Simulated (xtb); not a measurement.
# C3H7BO (SMILES B1CCCO1) at GFN2-xTB

Aim: the electronic atomisation energy of C3H7BO at GFN2-xTB, from 5 runs. 

The calculation is run with xtb 6.7.1.

6 further runs of the same task are left out: 6 set aside as unsound or not needed.

## Step 1: Starting point

C3H7BO: 12 atoms, total charge 0, spin state singlet. SMILES: `B1CCCO1`. Geometry: relaxed at GFN2-xTB. This is one conformer, not always the lowest.

Bond lengths: B1–C2 1.598 Å, C2–C3 1.539 Å, C3–C4 1.538 Å, B1–O5 1.332 Å, C4–O5 1.419 Å, B1–H6 1.167 Å, C2–H7 1.092 Å, C2–H8 1.088 Å, C3–H9 1.089 Å, C3–H10 1.091 Å, C4–H11 1.093 Å, C4–H12 1.096 Å. Some angles: B1–C2–C3 100.9°, C2–B1–O5 110.1°, C2–C3–C4 104.4°, C3–C4–O5 107.3°, B1–O5–C4 112.5°, B1–C2–H7 110.5°, B1–C2–H8 116.3°, C3–C2–H7 110.6°, C3–C2–H8 111.8°, C2–B1–H6 130.1°.

## Step 2: Energy and gradient at GFN2-xTB

The input, start.xyz:

```xyz
12
C3H7BO
B     -1.348500     0.551230     0.207850
C     -0.060480     0.288110     1.115670
C      0.819730    -0.521260     0.146710
C      0.250720    -0.199230    -1.245520
O     -1.082070     0.251990    -1.062620
H     -2.402460     0.958550     0.498040
H      0.423510     1.231650     1.376970
H     -0.229650    -0.244900     2.049110
H      1.876670    -0.268510     0.210250
H      0.708470    -1.587340     0.349310
H      0.234060    -1.066260    -1.911110
H      0.810000     0.605970    -1.734660
```

On the command line:

```bash
$ xtb start.xyz --json --chrg 0 --uhf 0 --grad --parallel 1 | tee out.txt
```

The program printed, shortened:

```text
* xtb version 6.7.1
[...]
          :  # basis functions                  27          :
[...]
          :  # electrons                        28          :
[...]
          :  Hamiltonian                  GFN2-xTB          :
[...]
          :  net charge                          0          :
          :  unpaired electrons                  0          :
[...]
   *** convergence criteria satisfied after 11 iterations ***
[...]
         ::                     SUMMARY                     ::
         :::::::::::::::::::::::::::::::::::::::::::::::::::::
         :: total energy             -15.332293093394 Eh    ::
         :: gradient norm              0.000625016756 Eh/a0 ::
         :: HOMO-LUMO gap              5.810872142594 eV    ::
         ::.................................................::
         :: SCC energy               -15.503546753421 Eh    ::
         :: -> isotropic ES            0.037630902840 Eh    ::
         :: -> anisotropic ES          0.004333928227 Eh    ::
         :: -> anisotropic XC          0.004064103772 Eh    ::
         :: -> dispersion             -0.005862944937 Eh    ::
         :: repulsion energy           0.171253660027 Eh    ::
         :: add. restraining           0.000000000000 Eh    ::
         :: total charge              -0.000000000000 e     ::
         :::::::::::::::::::::::::::::::::::::::::::::::::::::
[...]
        14        2.0000           -0.4034294             -10.9779 (HOMO)
        15                         -0.1898838              -5.1670 (LUMO)
[...]
     #   Z          covCN         q      C6AA      α(0)
     1   5 B        2.721     0.321    16.752     6.859
     2   6 C        3.731    -0.147    23.449     6.912
     3   6 C        3.815    -0.068    21.783     6.643
     4   6 C        3.760     0.067    19.500     6.295
     5   8 O        1.638    -0.300    19.019     5.887
     6   1 H        0.940    -0.083     5.003     3.497
     7   1 H        0.924     0.035     2.512     2.478
     8   1 H        0.925     0.031     2.579     2.511
     9   1 H        0.925     0.033     2.543     2.494
    10   1 H        0.924     0.033     2.541     2.493
    11   1 H        0.924     0.040     2.444     2.445
    12   1 H        0.924     0.038     2.474     2.460
[...]
     #   Z sym  total        # sym  WBO       # sym  WBO       # sym  WBO
 ---------------------------------------------------------------------------
     1   5 B    3.344 --     5 O    1.321     2 C    0.988     6 H    0.961
     2   6 C    3.969 --     3 C    1.006     1 B    0.988     8 H    0.974
                             7 H    0.962
     3   6 C    3.996 --     2 C    1.006     4 C    0.996    10 H    0.983
                             9 H    0.982
     4   6 C    3.948 --     3 C    0.996    11 H    0.974    12 H    0.971
                             5 O    0.967
     5   8 O    2.355 --     1 B    1.321     4 C    0.967
     6   1 H    0.993 --     1 B    0.961
     7   1 H    0.999 --     2 C    0.962
     8   1 H    0.999 --     2 C    0.974
     9   1 H    0.999 --     3 C    0.982
    10   1 H    0.999 --     3 C    0.983
[...]
molecular dipole:
                 x           y           z       tot (Debye)
 q only:        0.372      -0.085       0.137
   full:        0.624      -0.168       0.047       1.646
molecular quadrupole (traceless):
[...]
          | TOTAL ENERGY              -15.332293093394 Eh   |
          | GRADIENT NORM               0.000625016756 Eh/α |
          | HOMO-LUMO GAP               5.810872142594 eV   |
           -------------------------------------------------
[...]
```

Standard error:

```text
normal termination of xtb
```

It took 0.03 s on 1 thread of Intel Xeon 6975P-C (Granite Rapids), shared host.

## Step 3: The B atom: a single-point energy at GFN2-xTB

The input, input.xyz:

```xyz
1
B
B      0.000000     0.000000     0.000000
```

Run the same way, it converges to -0.95244 Eh (log not shown).

## Step 4: The C atom: the energy at GFN2-xTB

The input, coord:

```
$coord
      0.000000000000      0.000000000000      0.000000000000  c
$end
```

On the command line:

```bash
$ xtb coord -u 2 --gfn 2 --sp --parallel 1 > run.log
```

The program printed, shortened:

```text
* xtb version 6.7.1
[...]
          :  # basis functions                   4          :
[...]
          :  # electrons                         4          :
[...]
          :  Hamiltonian                  GFN2-xTB          :
[...]
          :  net charge                          0          :
          :  unpaired electrons                  2          :
[...]
   *** convergence criteria satisfied after 45 iterations ***
[...]
         ::                     SUMMARY                     ::
         :::::::::::::::::::::::::::::::::::::::::::::::::::::
         :: total energy              -1.793296371365 Eh    ::
         :: gradient norm              0.000000000000 Eh/a0 ::
         :: HOMO-LUMO gap              0.000000000000 eV    ::
         ::.................................................::
         :: SCC energy                -1.793296371365 Eh    ::
         :: -> isotropic ES           -0.025000000000 Eh    ::
         :: -> anisotropic ES          0.000000000000 Eh    ::
         :: -> anisotropic XC          0.000000000000 Eh    ::
         :: -> dispersion              0.000000000000 Eh    ::
         :: repulsion energy           0.000000000000 Eh    ::
         :: add. restraining           0.000000000000 Eh    ::
         :: total charge               0.000000000000 e     ::
         :::::::::::::::::::::::::::::::::::::::::::::::::::::
[...]
         3        0.6667           -0.4732266             -12.8772 (HOMO)
         4        0.6667           -0.4732266             -12.8772 (LUMO)
[...]
     #   Z          covCN         q      C6AA      α(0)
     1   6 c        0.000     0.000    49.264    12.336
 Mol. C6AA /au·bohr⁶  :         49.263764
 Mol. C8AA /au·bohr⁸  :       1424.793668
 Mol. α(0) /au        :         12.336204
[...]
molecular dipole:
                 x           y           z       tot (Debye)
 q only:        0.000       0.000       0.000
   full:        0.000       0.000       0.000       0.000
molecular quadrupole (traceless):
[...]
          | TOTAL ENERGY               -1.793296371365 Eh   |
          | GRADIENT NORM               0.000000000000 Eh/α |
          | HOMO-LUMO GAP               0.000000000000 eV   |
           -------------------------------------------------
[...]
```

Standard error:

```text
normal termination of xtb
```

Wall time 0.025 s (1 thread of Intel Xeon 6975P-C (Granite Rapids), shared host).

## Step 5: The H atom: a single-point energy at GFN2-xTB

The input, .CHRG:

```
0
```

The input, .UHF:

```
1
```

The input, coord:

```
$coord
      0.000000000000      0.000000000000      0.000000000000  h
$end
```

Run the same way, it converges to -0.39348 Eh (log not shown).

## Step 6: The O atom: the energy at GFN2-xTB

The input, in.coord:

```
$coord angs
     0.0000000     0.0000000     0.0000000  O
$end
```

Run the same way, it converges to -3.76761 Eh (log not shown).

## Step 7: Results

Level: GFN2-xTB.

```
                                quantity          value
                  molecule: total energy   -15.33229 Eh
                 molecule: dipole moment         1.65 D
                   molecule: HOMO energy      -10.98 eV
                   molecule: LUMO energy       -5.17 eV
                 molecule: HOMO–LUMO gap        5.81 eV
             molecule: dispersion energy  -15.39 kJ/mol
      molecule: largest force on an atom     0.018 eV/Å
molecule: mean polarisability (D4 model)     51.0 bohr³
                    B atom: total energy    -0.95244 Eh
                   B atom: dipole moment         0.00 D
     B atom: HOMO energy (partly filled)       -7.42 eV
                     B atom: LUMO energy       -7.42 eV
  B atom: mean polarisability (D4 model)     22.1 bohr³
                    C atom: total energy    -1.79330 Eh
                   C atom: dipole moment         0.00 D
     C atom: HOMO energy (partly filled)      -12.88 eV
                     C atom: LUMO energy      -12.88 eV
  C atom: mean polarisability (D4 model)     12.3 bohr³
                    H atom: total energy    -0.39348 Eh
                   H atom: dipole moment         0.00 D
     H atom: HOMO energy (partly filled)      -10.71 eV
  H atom: mean polarisability (D4 model)      5.0 bohr³
                    O atom: total energy    -3.76761 Eh
                   O atom: dipole moment         0.00 D
     O atom: HOMO energy (partly filled)      -15.50 eV
  O atom: mean polarisability (D4 model)      5.2 bohr³
           electronic atomisation energy      67.429 eV
```

What this shows: The method runs without spin polarisation, so open shells lack the exchange term that lowers high spin: such energies come out too high. Taking the molecule apart into free atoms costs 67.43 eV (6506 kJ/mol), before zero-point energy and without spin-orbit coupling. Tight-binding and semi-empirical models aren't fitted to free atoms, so this value can be far from the true one.
